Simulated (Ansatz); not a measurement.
# Cl₂H₂S₂Ti: one species, many methods

One table from this session's results is given with a row withheld; the runs are named, their logs left out.

The runs use Ansatz 0.2.0, Gaussian basis; functionals in def2-TZVPP, the program's frozen cores in correlated methods.

Plan: PBE-D4, r2SCAN-D4, PBE0-D4, B3LYP-D4, ωB97X-V, ωB97M-V, B2PLYP; CCSD(T)/def2-TZVPP; MP2/def2-QZVPP; extrapolation to the limit.

### The relaxed structure

An earlier PBE0-D4 in a triple-zeta def2 set relaxation fixed the geometry.

SMILES `[SH][Ti]([SH])([Cl])[Cl]`, 7 atoms, charge 0, spin multiplicity 1.

Atoms are counted from 1 here; the program's logs count them from 0.

Bond lengths: S1–Ti2 2.264 Å, S1–H6 1.349 Å, Ti2–S3 2.264 Å, Ti2–Cl4 2.172 Å, Ti2–Cl5 2.172 Å, S3–H7 1.349 Å. Angles: Ti2–S1–H6 90.6°, S1–Ti2–S3 108.4°, S1–Ti2–Cl4 112.2°, S1–Ti2–Cl5 104.3°, S3–Ti2–Cl4 104.3°, S3–Ti2–Cl5 112.2°, Cl4–Ti2–Cl5 115.4°, Ti2–S3–H7 90.6°.

The first run:

The input, in.yaml:

```yaml
crystal:
  periodic: [false, false, false]
  atoms:
    - {symbol: S, position_ang: [-1.622645, 0.340640, 1.063775]}
    - {symbol: Ti, position_ang: [0.259361, 0.523201, -0.181147]}
    - {symbol: S, position_ang: [1.016406, -1.559925, -0.642010]}
    - {symbol: Cl, position_ang: [-0.127583, 1.397581, -2.131443]}
    - {symbol: Cl, position_ang: [1.632700, 1.636040, 1.081166]}
    - {symbol: H, position_ang: [-2.173633, -0.471219, 0.137726]}
    - {symbol: H, position_ang: [1.015395, -1.866318, 0.671932]}
basis:
  gaussian: {orbitals: def2-TZVPP}
hamiltonian: {xc: pbe, dispersion: d4}
output: {forces: true, orbitals: {seedname: orbitals}}
```

Started as:

```sh
$ ansatz run in.yaml --threads 2 --pin off --events-out ev --progress --plain --max-ram 32768MiB --backend cpu
```

Steps of the session up to this table: PBE-D4 (GGA); r2SCAN-D4 (meta-GGA); PBE0-D4 (hybrid); B3LYP-D4 (hybrid); ωB97X-V (range-separated); ωB97M-V (range-separated); B2PLYP (double hybrid).

One table of the session follows, with a row left open; its other results are not shown here.

It belongs to the step «Orbital energies across the functionals». 

| functional | HOMO (eV) | LUMO (eV) | gap (eV) |
| --- | --- | --- | --- |
| PBE-D4 | -6.75 | -4.40 | 2.35 |
| r2SCAN-D4 | ? | ? | ? |
| PBE0-D4 | -7.92 | -3.47 | 4.45 |
| B3LYP-D4 | -7.67 | -3.67 | 3.99 |
| ωB97X-V | -10.18 | -1.35 | 8.84 |
| ωB97M-V | -10.00 | -1.29 | 8.71 |

Estimate the missing values for r2SCAN-D4.

The run gave: HOMO (eV): -7.05; LUMO (eV): -4.36; gap (eV): 2.69. In the column «HOMO (eV)» it lies between B3LYP-D4 (-7.67) and PBE-D4 (-6.75).
